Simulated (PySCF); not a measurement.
# BBr4−: NMR shieldings

What do calculations give for the NMR shieldings of BBr4− (`Br[B-](Br)(Br)Br`)?

Programs: PySCF 2.14.0, with routines of our own; each step states its level. All values are computed. Atoms count from 0.

### Step 1. The system as given

5 atoms, charge -1, multiplicity 1; geometry from: GFN2-xTB.

### Step 2. Geometry optimisation at PBE0-D3(BJ)/def2-SVP

What the job is given:

```
{"job": {"xc": "PBE0", "basis": "def2-SVP", "d3": "d3bj", "grid": 1, "maxiter": 30, "shake": 0.01, "kind": "geom"}, "charge": -1, "multiplicity": 1}
Br    -1.342040    -0.878640     1.230910
B     -0.004260    -0.004110    -0.005880
Br     1.461660     0.828860     1.093390
Br    -0.862770     1.437310    -1.118340
Br     0.780980    -1.417400    -1.237970
```

Run with:

```sh
> OMP_NUM_THREADS=1 python heavy_run.py task.json out
```

One launch serves the whole session: the jobs run in the order shown.

Standard output:

```text
step   0  E = -10319.23633621  max force = 0.004483
step   1  E = -10319.23657137  max force = 0.002729
step   2  E = -10319.23661756  max force = 0.001220
step   3  E = -10319.23662392  max force = 0.000276
optimisation converged
```

Wall time 59 s (1 thread of Arm Neoverse V2, shared host); peak memory 0.73 GiB.

Relaxation path:

| step | energy from step 0 (eV) | largest force component (eV/Å) |
| --- | --- | --- |
| 0 | 0.0000 | 0.2305 |
| 1 | -0.0064 | 0.1403 |
| 2 | -0.0077 | 0.0627 |
| 3 | -0.0078 | 0.0142 |

Distances of close pairs at the start and the end, largest changes first:

| bond | before (Å) | after (Å) | change (Å) |
| --- | --- | --- | --- |
| B1–Br2 | 2.013 | 2.028 | +0.015 |
| B1–Br3 | 2.013 | 2.028 | +0.015 |
| Br0–B1 | 2.021 | 2.028 | +0.007 |
| B1–Br4 | 2.033 | 2.027 | -0.006 |

The final coordinates are the input of the step that follows.

| at the end point | value |
| --- | --- |
| point group (found at 0.08 Å tolerance) | Td |
| rotational constants (GHz, main isotopes) | 0.585, 0.584, 0.584 |

### Step 3. NMR shieldings: PBE0/pcJ-1 Br:dyall-v2z (PBE0), spin–orbit

What the job is given:

```
{"job": {"kind": "hnmr", "xc": "PBE0", "basis": {"default": "pcJ-1", "Br": "dyall-v2z"}, "rel": "so"}, "charge": -1, "multiplicity": 1}
Br    -1.325010    -0.834904     1.355748
B      0.018774    -0.013781     0.078092
Br     1.560497     0.774391     1.133474
Br    -0.880015     1.453992    -0.994612
Br     0.718730    -1.439266    -1.181433
```

Method: PBE0/pcJ-1 Br:dyall-v2z GIAO NMR shielding, X2C with spin-orbit coupling, screened-nuclear two-electron part, Gaussian nuclei, gas phase.

Standard output:

```text
spin-free SCF
coarse grid: 34512 points
cycle   1  E = -10449.0890713957  dE = -2.520e-02  |g| = 4.958e-01  |ddm| = 2.241e+00
cycle   2  E = -10449.0715068783  dE =  1.756e-02  |g| = 4.591e-01  |ddm| = 8.041e-01
cycle   3  E = -10449.1138593701  dE = -4.235e-02  |g| = 2.059e-01  |ddm| = 5.649e-01
cycle   4  E = -10449.1235804136  dE = -9.721e-03  |g| = 3.135e-02  |ddm| = 1.857e-01
cycle   5  E = -10449.1237442949  dE = -1.639e-04  |g| = 1.623e-02  |ddm| = 3.754e-02
cycle   6  E = -10449.1237695466  dE = -2.525e-05  |g| = 9.307e-04  |ddm| = 8.508e-03
cycle   7  E = -10449.1237697928  dE = -2.462e-07  |g| = 1.058e-04  |ddm| = 1.051e-03
final grid: 63504 points
cycle   8  E = -10449.1243406357  dE = -2.747e-07  |g| = 1.090e-03  |ddm| = 5.456e-04
cycle   9  E = -10449.1243406344  dE =  1.271e-09  |g| = 1.628e-04  |ddm| = 1.704e-04
cycle  10  E = -10449.1243406311  dE =  3.294e-09  |g| = 1.848e-04  |ddm| = 2.260e-04
cycle  11  E = -10449.1243406372  dE = -6.012e-09  |g| = 3.994e-05  |ddm| = 1.620e-04
converged SCF energy = -10449.1243406372
two-component SCF
cycle   1  E = -10448.8570685332  dE = -1.045e+04  |FDS-SDF| = 4.388e+01
cycle   2  E = -10449.4357798860  dE = -5.787e-01  |FDS-SDF| = 1.929e-01
cycle   3  E = -10449.4362238676  dE = -4.440e-04  |FDS-SDF| = 7.167e-03
cycle   4  E = -10449.4362428321  dE = -1.896e-05  |FDS-SDF| = 3.303e-03
cycle   5  E = -10449.4362447316  dE = -1.899e-06  |FDS-SDF| = 1.313e-03
cycle   6  E = -10449.4362454428  dE = -7.113e-07  |FDS-SDF| = 1.738e-04
cycle   7  E = -10449.4362454720  dE = -2.914e-08  |FDS-SDF| = 6.780e-05
converged, E = -10449.4362454720

Field gradients (au) and densities at the nuclei (bohr^-3)
atom        Vxx        Vyy        Vzz        centre      nuclear mean
  0 Br    -2.6255    -2.6266     5.2521      40816.775      40757.023
  1 B      0.0001     0.0002    -0.0003         70.721         70.720
  2 Br    -2.6245    -2.6270     5.2515      40816.775      40757.023
  3 Br    -2.6248    -2.6261     5.2509      40816.775      40757.023
  4 Br    -2.6253    -2.6264     5.2518      40816.774      40757.022
without picture change
  0 Br                           5.4268                     66239.690
  2 Br                           5.4262                     66239.689
  3 Br                           5.4255                     66239.690
  4 Br                           5.4264                     66239.688

Core orbital energies (eV)
atom   shell        mean    spread
  0 Br 1s       -13359.714   0.000
  0 Br 2s        -1749.053   0.000
  0 Br 3s         -242.066   0.000
  0 Br 4s          -17.586   0.000
  0 Br 2p1/2     -1572.673   0.000
  0 Br 2p3/2     -1525.322   0.045
  0 Br 3p1/2      -180.360   0.000
  0 Br 3p3/2      -173.422   0.156
  0 Br 3d3/2       -66.432   0.176
  0 Br 3d5/2       -65.348   0.234
  2 Br 1s       -13359.711   0.000
  2 Br 2s        -1749.049   0.000
  2 Br 3s         -242.063   0.000
  2 Br 4s          -17.584   0.000
  2 Br 2p1/2     -1572.669   0.000
  2 Br 2p3/2     -1525.319   0.045
  2 Br 3p1/2      -180.357   0.000
  2 Br 3p3/2      -173.419   0.156
  2 Br 3d3/2       -66.428   0.176
  2 Br 3d5/2       -65.345   0.234
  3 Br 1s       -13359.708   0.000
  3 Br 2s        -1749.047   0.000
  3 Br 3s         -242.061   0.000
  3 Br 4s          -17.581   0.000
  3 Br 2p1/2     -1572.667   0.000
  3 Br 2p3/2     -1525.316   0.045
  3 Br 3p1/2      -180.355   0.000
  3 Br 3p3/2      -173.416   0.156
  3 Br 3d3/2       -66.426   0.176
  3 Br 3d5/2       -65.343   0.234
  4 Br 1s       -13359.718   0.000
  4 Br 2s        -1749.057   0.000
  4 Br 3s         -242.071   0.000
  4 Br 4s          -17.592   0.000
  4 Br 2p1/2     -1572.677   0.000
  4 Br 2p3/2     -1525.326   0.045
  4 Br 3p1/2      -180.365   0.000
  4 Br 3p3/2      -173.426   0.156
  4 Br 3d3/2       -66.436   0.176
  4 Br 3d5/2       -65.353   0.234

Shielding tensors (ppm)
atom      isotropic    diamagn.    paramagn.     s11        s22        s33       span
  0 Br     2530.97     2988.19     -457.22    2286.53    2286.77    3019.61     733.08
  1 B       133.78      178.29      -44.51     133.75     133.77     133.82       0.07
  2 Br     2529.80     2988.18     -458.38    2284.89    2285.35    3019.16     734.27
  3 Br     2529.15     2988.28     -459.13    2283.96    2284.29    3019.20     735.23
  4 Br     2531.84     2988.25     -456.41    2288.23    2288.37    3018.92     730.69
```

Run time: 11 min. Hardware: 1 thread of Arm Neoverse V2, shared host; peak memory 2.3 GiB.

In short:

| quantity | value |
| --- | --- |
| energy from spin-orbit coupling | -0.3119 Eh |

### Step 4. NMR shieldings: KT2/pcJ-1 Br:dyall-v2z (KT2), spin–orbit

What the job is given:

```
{"job": {"kind": "hnmr", "xc": "KT2", "basis": {"default": "pcJ-1", "Br": "dyall-v2z"}, "rel": "so"}, "charge": -1, "multiplicity": 1}
Br    -1.325010    -0.834904     1.355748
B      0.018774    -0.013781     0.078092
Br     1.560497     0.774391     1.133474
Br    -0.880015     1.453992    -0.994612
Br     0.718730    -1.439266    -1.181433
```

Method: KT2/pcJ-1 Br:dyall-v2z GIAO NMR shielding, X2C with spin-orbit coupling, screened-nuclear two-electron part, Gaussian nuclei, gas phase.

Standard output:

```text
spin-free SCF
coarse grid: 34512 points
cycle   1  E = -10491.3841878329  dE = -9.651e-03  |g| = 2.235e+00  |ddm| = 2.336e+00
cycle   2  E = -10491.3499964475  dE =  3.419e-02  |g| = 1.350e+00  |ddm| = 1.200e+00
cycle   3  E = -10491.4071545800  dE = -5.716e-02  |g| = 7.187e-01  |ddm| = 9.594e-01
cycle   4  E = -10491.4315295050  dE = -2.437e-02  |g| = 2.837e-01  |ddm| = 5.891e-01
cycle   5  E = -10491.4538558276  dE = -2.233e-02  |g| = 1.019e-02  |ddm| = 2.602e-01
cycle   6  E = -10491.4538775715  dE = -2.174e-05  |g| = 5.236e-03  |ddm| = 1.900e-02
cycle   7  E = -10491.4538829878  dE = -5.416e-06  |g| = 1.780e-04  |ddm| = 5.111e-03
final grid: 63504 points
cycle   8  E = -10491.4533836973  dE = -1.296e-05  |g| = 8.095e-02  |ddm| = 6.289e-04
cycle   9  E = -10491.4533837052  dE = -7.933e-09  |g| = 2.104e-03  |ddm| = 2.951e-04
cycle  10  E = -10491.4533837018  dE =  3.471e-09  |g| = 2.784e-04  |ddm| = 3.361e-04
cycle  11  E = -10491.4533837083  dE = -6.570e-09  |g| = 3.160e-05  |ddm| = 2.127e-04
converged SCF energy = -10491.4533837083
two-component SCF
cycle   1  E = -10491.1845314937  dE = -1.049e+04  |FDS-SDF| = 4.405e+01
cycle   2  E = -10491.7662905574  dE = -5.818e-01  |FDS-SDF| = 1.622e-02
cycle   3  E = -10491.7662896950  dE =  8.624e-07  |FDS-SDF| = 5.482e-03
cycle   4  E = -10491.7662879305  dE =  1.765e-06  |FDS-SDF| = 4.494e-03
cycle   5  E = -10491.7662912301  dE = -3.300e-06  |FDS-SDF| = 1.773e-03
cycle   6  E = -10491.7662919738  dE = -7.437e-07  |FDS-SDF| = 8.221e-05
cycle   7  E = -10491.7662919745  dE = -6.858e-10  |FDS-SDF| = 1.116e-05
converged, E = -10491.7662919745

Field gradients (au) and densities at the nuclei (bohr^-3)
atom        Vxx        Vyy        Vzz        centre      nuclear mean
  0 Br    -2.5031    -2.5040     5.0071      41422.617      41357.592
  1 B      0.0001     0.0001    -0.0002         74.497         74.496
  2 Br    -2.5021    -2.5051     5.0071      41422.617      41357.591
  3 Br    -2.5025    -2.5037     5.0061      41422.617      41357.592
  4 Br    -2.5030    -2.5040     5.0069      41422.616      41357.591
without picture change
  0 Br                           5.1736                     67350.442
  2 Br                           5.1736                     67350.441
  3 Br                           5.1726                     67350.442
  4 Br                           5.1734                     67350.440

Core orbital energies (eV)
atom   shell        mean    spread
  0 Br 1s       -13343.303   0.000
  0 Br 2s        -1734.771   0.000
  0 Br 3s         -235.162   0.000
  0 Br 4s          -15.260   0.000
  0 Br 2p1/2     -1559.927   0.000
  0 Br 2p3/2     -1512.728   0.047
  0 Br 3p1/2      -174.373   0.000
  0 Br 3p3/2      -167.547   0.165
  0 Br 3d3/2       -62.833   0.170
  0 Br 3d5/2       -61.771   0.226
  2 Br 1s       -13343.300   0.000
  2 Br 2s        -1734.768   0.000
  2 Br 3s         -235.158   0.000
  2 Br 4s          -15.258   0.000
  2 Br 2p1/2     -1559.924   0.000
  2 Br 2p3/2     -1512.725   0.047
  2 Br 3p1/2      -174.370   0.000
  2 Br 3p3/2      -167.544   0.165
  2 Br 3d3/2       -62.829   0.170
  2 Br 3d5/2       -61.767   0.226
  3 Br 1s       -13343.298   0.000
  3 Br 2s        -1734.766   0.000
  3 Br 3s         -235.156   0.000
  3 Br 4s          -15.256   0.000
  3 Br 2p1/2     -1559.922   0.000
  3 Br 2p3/2     -1512.723   0.047
  3 Br 3p1/2      -174.368   0.000
  3 Br 3p3/2      -167.542   0.165
  3 Br 3d3/2       -62.827   0.170
  3 Br 3d5/2       -61.765   0.226
  4 Br 1s       -13343.308   0.000
  4 Br 2s        -1734.776   0.000
  4 Br 3s         -235.166   0.000
  4 Br 4s          -15.266   0.000
  4 Br 2p1/2     -1559.932   0.000
  4 Br 2p3/2     -1512.733   0.047
  4 Br 3p1/2      -174.377   0.000
  4 Br 3p3/2      -167.552   0.165
  4 Br 3d3/2       -62.837   0.170
  4 Br 3d5/2       -61.775   0.226

Shielding tensors (ppm)
atom      isotropic    diamagn.    paramagn.     s11        s22        s33       span
  0 Br     2444.46     2994.90     -550.44    2179.57    2179.79    2974.01     794.43
  1 B       141.20      183.26      -42.06     141.18     141.19     141.24       0.06
  2 Br     2443.31     2994.89     -551.58    2177.95    2178.41    2973.57     795.62
  3 Br     2442.63     2994.99     -552.37    2176.98    2177.29    2973.61     796.63
  4 Br     2445.40     2994.97     -549.57    2181.39    2181.55    2973.26     791.87
```

Wall time 91 s (1 thread of Arm Neoverse V2, shared host); peak memory 1.5 GiB.

Key values:

| quantity | value |
| --- | --- |
| energy from spin-orbit coupling | -0.3129 Eh |

[end of part 1 of 2]
